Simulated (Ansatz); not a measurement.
From input file to script: RbInH₃, space group Fm-3m in Ansatz 0.2.0.

```yaml
crystal:
  lattice:
    - [0.0, 4.424694, 4.424694]
    - [4.424694, 0.0, 4.424694]
    - [4.424694, 4.424694, 0.0]
  atoms:
    - { symbol: Rb, position: [0.25, 0.25, 0.25] }
    - { symbol: Rb, position: [0.75, 0.75, 0.75] }
    - { symbol: In, position: [0.0, 0.0, 0.0] }
    - { symbol: In, position: [0.5, 0.5, 0.5] }
    - { symbol: H, position: [0.225158, 0.774842, 0.774842] }
    - { symbol: H, position: [0.225158, 0.774842, 0.225158] }
    - { symbol: H, position: [0.774842, 0.225158, 0.774842] }
    - { symbol: H, position: [0.774842, 0.774842, 0.225158] }
    - { symbol: H, position: [0.225158, 0.225158, 0.774842] }
    - { symbol: H, position: [0.774842, 0.225158, 0.225158] }
basis:
  ecutwfc: 503.410645550778
kpoints:
  mp_grid:
    grid: [3, 3, 3]
    shift: [0.0, 0.0, 0.0]
hamiltonian:
  xc: r2scan
scf:
  occupations:
    method: fixed
output:
  forces: true
  stress: true
```

The script, `rbinh3.py`:
```python
import argparse

import ansatz
import numpy as np
import pandas as pd

parser = argparse.ArgumentParser(description="Single point of RbInH3.")
parser.add_argument("--xc", required=True, help="exchange-correlation functional")
args = parser.parse_args()


def main() -> None:
    lattice = ansatz.Lattice.of(
        (0.0, 4.424694, 4.424694),
        (4.424694, 0.0, 4.424694),
        (4.424694, 4.424694, 0.0),
    )
    sites = [
        ("Rb", (0.25, 0.25, 0.25)),
        ("Rb", (0.75, 0.75, 0.75)),
        ("In", (0.0, 0.0, 0.0)),
        ("In", (0.5, 0.5, 0.5)),
        ("H", (0.225158, 0.774842, 0.774842)),
        ("H", (0.225158, 0.774842, 0.225158)),
        ("H", (0.774842, 0.225158, 0.774842)),
        ("H", (0.774842, 0.774842, 0.225158)),
        ("H", (0.225158, 0.225158, 0.774842)),
        ("H", (0.774842, 0.225158, 0.225158)),
    ]
    crystal = ansatz.Crystal(lattice=lattice)
    for symbol, position in sites:
        crystal = crystal.atom(symbol, position)

    model = (
        crystal.calculation()
        .functional(args.xc)
        .kpoints(3, center="gamma")
        .occupations(ansatz.OccupationsMethod.FIXED)
        .basis(37 * ansatz.Ry)
        .stress()
        .forces()
    )
    res = model.run(threads=1)
    report = res.report

    n_atoms = len(report["lattice"]["sites"])
    print("F =", round(report["free_energy_ev"], 4), "eV for", n_atoms, "atoms")
    print("E(sigma -> 0) =", round(report["energy_sigma0_ev"], 4), "eV, TS =", round(report["entropy_ts_ev"], 5), "eV")
    print("closed by", report["closed_by"], "after", report["n_iterations"], "iterations")

    stress = np.array(report["stress_gpa"])
    print(f"pressure {np.trace(stress) / 3:.3f} GPa")
    print("stress tensor, GPa, positive in compression")
    print(np.round(stress, 3) + 0.0)

    table = pd.DataFrame(report["forces_ev_ang"], columns=["fx", "fy", "fz"])
    table.insert(0, "atom", [site["symbol"] for site in report["lattice"]["sites"]])
    print(table.round(4).to_string())


if __name__ == "__main__":
    main()
```

```console
$ python rbinh3.py --xc r2scan
F = -17875.6463 eV for 10 atoms
E(sigma -> 0) = -17875.6463 eV, TS = 0.0 eV
closed by deck_thresholds after 7 iterations
pressure -0.931 GPa
stress tensor, GPa, positive in compression
[[-0.931  0.     0.   ]
 [ 0.    -0.931  0.   ]
 [ 0.     0.    -0.931]]
  atom      fx      fy      fz
0   Rb  0.0000 -0.0000 -0.0000
1   Rb -0.0000 -0.0000  0.0000
2   In -0.0000  0.0000  0.0000
3   In  0.0000 -0.0000  0.0000
4    H  0.0045  0.0000  0.0000
5    H  0.0000 -0.0045 -0.0000
6    H -0.0000  0.0045  0.0000
7    H  0.0000 -0.0000  0.0045
8    H  0.0000 -0.0000 -0.0045
9    H -0.0045  0.0000  0.0000
```

Caveats:
- Total energies depend on the potentials; only differences at equal settings carry meaning. A total without «per atom» is that of the cell as typed.
- The structure comes from a database of computed cells and needn't be a stable or known phase.
- The whole script took 5.3 s on 1 thread of Arm Neoverse V2, on a shared host, peak memory 0.96 GiB.

(Lines on the test bed's own set-up are left out of the output.)
